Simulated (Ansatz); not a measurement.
# C3H10Si (SMILES C[SiH](C)C): wB97X/cc-pVDZ

Aim: the electronic atomisation energy of C3H10Si at wB97X/cc-pVDZ, from 4 runs. 

Program for the calculation: Ansatz 0.2.0.

46 further runs of the same task are left out: 1 that didn't finish, 45 set aside as unsound or not needed.

## Step 1: The system as given

C3H10Si: 14 atoms, total charge 0, spin state singlet. SMILES: `C[SiH](C)C`. The coordinates come from a PBE0-D4/def2-TZVP relaxation.

Bond lengths: C1–Si2 1.874 Å, Si2–C3 1.874 Å, Si2–C4 1.874 Å, C1–H5 1.093 Å, C1–H6 1.093 Å, C1–H7 1.094 Å, Si2–H8 1.494 Å, C3–H9 1.094 Å, C3–H10 1.093 Å, C3–H11 1.093 Å, C4–H12 1.093 Å, C4–H13 1.094 Å, C4–H14 1.093 Å. Some angles: C1–Si2–C3 110.3°, C1–Si2–C4 110.3°, C3–Si2–C4 110.3°, C1–Si2–H8 108.6°, C3–Si2–H8 108.6°, C4–Si2–H8 108.6°, Si2–C1–H5 111.2°, Si2–C1–H6 111.1°, Si2–C1–H7 110.9°, Si2–C3–H9 110.9°.

## Step 2: A single-point energy at wB97X/cc-pVDZ

job.yaml reads:

```yaml
crystal:
  periodic: [false, false, false]
  atoms:
    - {symbol: C, position_ang: [-0.956800, 1.082600, -1.038400]}
    - {symbol: Si, position_ang: [-0.338800, -0.014600, 0.348900]}
    - {symbol: C, position_ang: [1.239400, 0.684100, 1.077800]}
    - {symbol: C, position_ang: [-0.051300, -1.756700, -0.277600]}
    - {symbol: H, position_ang: [-1.888100, 0.697200, -1.460900]}
    - {symbol: H, position_ang: [-1.145900, 2.098700, -0.683100]}
    - {symbol: H, position_ang: [-0.221600, 1.141300, -1.845900]}
    - {symbol: H, position_ang: [-1.379500, -0.059300, 1.420400]}
    - {symbol: H, position_ang: [2.029000, 0.733500, 0.322800]}
    - {symbol: H, position_ang: [1.601800, 0.063500, 1.901200]}
    - {symbol: H, position_ang: [1.081800, 1.694100, 1.464300]}
    - {symbol: H, position_ang: [-0.968800, -2.184000, -0.689800]}
    - {symbol: H, position_ang: [0.706900, -1.767300, -1.065700]}
    - {symbol: H, position_ang: [0.291900, -2.413100, 0.526000]}
basis:
  gaussian:
    orbitals: cc-pVDZ
total_charge: 0
hamiltonian:
  xc: {name: wB97X}
accuracy: high
output: {orbitals: {seedname: orbitals}}
```

The run is started by

```bash
$ ansatz run job.yaml --threads 1 --pin off --max-ram 3480MiB --events-out events.jsonl --progress --plain --runs-dir runs
```

Output:

```text
Warning: RAYON_NUM_THREADS=1 ignored (pool sized by the plan → 1); use --threads N
Functional definition: wB97X
  name "wB97X"
  parameter omega = 0.3/bohr
  parameter cx = 0.157706
  parameter cx1 = 0.726479
  parameter cx2 = 1.04760
  parameter cx3 = -5.70635
  parameter cx4 = 13.2794
  parameter css1 = -4.33879
  parameter css2 = 18.2308
  parameter css3 = -31.7430
  parameter css4 = 17.2901
  parameter cos1 = 2.37031
  parameter cos2 = -11.3995
  parameter cos3 = 6.58405
  parameter cos4 = -3.78132
  exchange = spin_sum(e_x_unif_sr(omega)*poly(b97_u_x, 1 - cx, cx1, cx2, cx3, cx4)) + cx*exact_x_sr(omega)
      + exact_x_lr(omega)
  correlation = spin_sum(e_c_pw_same_spin*poly(b97_u_same, 1, css1, css2, css3, css4))
      + integral(e_c_pw_opposite_spin*poly(b97_u_opposite, 1, cos1, cos2, cos3, cos4))
2718 factors; integrals over basis functions are off by at most 4.0e-9 eV
469 factors; integrals over basis functions are off by at most 2.5e-9 eV
mean field evaluation 1: about -11147.0211 eV, gradient 4.4e1 eV
mean field evaluation 2: about -11149.5644 eV, gradient 2.9e1 eV
mean field evaluation 4: about -11151.5611 eV, gradient 3.5e-1 eV
mean field evaluation 8: about -11151.7096 eV, gradient 5.3e-3 eV
mean field evaluation 16: about -11151.7096 eV, gradient 2.2e-6 eV
mean field -11151.70959366 eV, -409.8177686668 hartree, gradient 2.5e-8 eV, S^2 0.000000; 0 other end points of the search recorded, 0 dependent functions left out
reference -11151.70959023 eV, -409.8177685407 hartree; 21, 21 occupied and 89, 89 virtual orbitals, 2718 factors
Total energy: -11151.70959023 eV, -409.8177685407 hartree
```

It took 44 s on 1 thread of Arm Neoverse V1, shared host; peak memory 0.73 GiB.

## Step 3: The C atom at the same level

molecule.yaml reads:

```yaml
crystal:
  periodic: [false, false, false]
  atoms:
    - {symbol: C, position_ang: [0.000000, 0.000000, 0.000000]}
basis:
  gaussian:
    orbitals: cc-pVDZ
total_charge: 0
magnetization:
  spin_polarized: true
  initial_magnetization: 2
hamiltonian:
  xc: {name: wB97X}
accuracy: high
```

The run is started by

```bash
$ ansatz run molecule.yaml --threads 1 --pin off --max-ram 3480MiB --events-out events.jsonl --progress --plain --runs-dir runs
```

Output, shortened:

```text
Warning: RAYON_NUM_THREADS=1 ignored (pool sized by the plan → 1); use --threads N
[... 2 set-up lines as earlier in the session ...]
[...]
      + exact_x_lr(omega)
[...]
      + integral(e_c_pw_opposite_spin*poly(b97_u_opposite, 1, cos1, cos2, cos3, cos4))
96 factors; integrals over basis functions are off by at most 1.3e-9 eV
60 factors; integrals over basis functions are off by at most 6.3e-10 eV
[...]
mean field -1029.66728614 eV, -37.8395748320 hartree, gradient 1.1e-8 eV, S^2 2.004167; 0 other end points of the search recorded, 0 dependent functions left out
reference -1029.66728593 eV, -37.8395748245 hartree; 4, 2 occupied and 10, 12 virtual orbitals, 96 factors
Total energy: -1029.66728593 eV, -37.8395748245 hartree
```

It took 1.2 s on 1 thread of Arm Neoverse V1, shared host; peak memory 0.13 GiB.

## Step 4: The H atom at the same level

in.yaml reads:

```yaml
crystal:
  periodic: [false, false, false]
  atoms:
    - symbol: H
      position_ang: [0.000000, 0.000000, 0.000000]
basis:
  gaussian:
    orbitals: cc-pVDZ
magnetization:
  spin_polarized: true
  initial_magnetization: 1
hamiltonian:
  xc: {name: wB97X}
accuracy: high
```

The run is started by

```bash
$ ansatz run in.yaml --threads 1 --pin off --max-ram 3480MiB --events-out events.jsonl --progress --plain --runs-dir runs
```

Output, shortened:

```text
Warning: RAYON_NUM_THREADS=1 ignored (pool sized by the plan → 1); use --threads N
[... 2 set-up lines as earlier in the session ...]
[...]
      + exact_x_lr(omega)
[...]
      + integral(e_c_pw_opposite_spin*poly(b97_u_opposite, 1, cos1, cos2, cos3, cos4))
15 factors; integrals over basis functions are off by at most 4.6e-8 eV
15 factors; integrals over basis functions are off by at most 1.0e-9 eV
[...]
mean field -13.62208925 eV, -0.5006025464 hartree, gradient 3.8e-9 eV, S^2 0.750000; 0 other end points of the search recorded, 0 dependent functions left out
reference -13.62208946 eV, -0.5006025542 hartree; 1, 0 occupied and 4, 5 virtual orbitals, 15 factors
Total energy: -13.62208946 eV, -0.5006025542 hartree
```

Wall time 0.5 s (1 thread of Arm Neoverse V1, shared host); peak memory 0.092 GiB.

## Step 5: The Si atom at the same level

run.yaml reads:

```yaml
crystal:
  periodic: [false, false, false]
  atoms:
    - symbol: Si
      position_ang: [0.000000, 0.000000, 0.000000]
basis:
  gaussian:
    orbitals: cc-pVDZ
magnetization:
  spin_polarized: true
  initial_magnetization: 2
hamiltonian:
  xc: {name: wB97X}
accuracy: high
```

The run is started by

```bash
$ ansatz run run.yaml --threads 1 --pin off --max-ram 3480MiB --events-out events.jsonl --progress --plain --runs-dir runs
```

Output, shortened:

```text
Warning: RAYON_NUM_THREADS=1 ignored (pool sized by the plan → 1); use --threads N
[... 2 set-up lines as earlier in the session ...]
[...]
      + exact_x_lr(omega)
[...]
      + integral(e_c_pw_opposite_spin*poly(b97_u_opposite, 1, cos1, cos2, cos3, cos4))
144 factors; integrals over basis functions are off by at most 3.2e-9 eV
76 factors; integrals over basis functions are off by at most 4.6e-10 eV
[...]
mean field -7873.80484022 eV, -289.3569908216 hartree, gradient 8.6e-9 eV, S^2 2.004384; 0 other end points of the search recorded, 0 dependent functions left out
reference -7873.80484013 eV, -289.3569908184 hartree; 8, 6 occupied and 10, 12 virtual orbitals, 144 factors
Total energy: -7873.80484013 eV, -289.3569908184 hartree
```

Run time: 2.6 s. Hardware: 1 thread of Arm Neoverse V1, shared host; peak memory 0.19 GiB.

## Step 6: Outcome

At wB97X/cc-pVDZ:

| quantity | value |
| --- | --- |
| molecule: total energy | -409.81777 Eh |
| molecule: HOMO energy | -10.86 eV |
| molecule: LUMO energy | 3.83 eV |
| molecule: HOMO–LUMO gap | 14.68 eV |
| C atom: total energy | -37.83957 Eh |
| C atom: ⟨S²⟩ | 2.004 |
| H atom: total energy | -0.50060 Eh |
| H atom: ⟨S²⟩ | 0.750 |
| Si atom: total energy | -289.35699 Eh |
| Si atom: ⟨S²⟩ | 2.004 |
| electronic atomisation energy | 52.682 eV |

In words: Taking the molecule apart into free atoms costs 52.68 eV (1215 kcal/mol), before zero-point energy and without spin-orbit coupling.
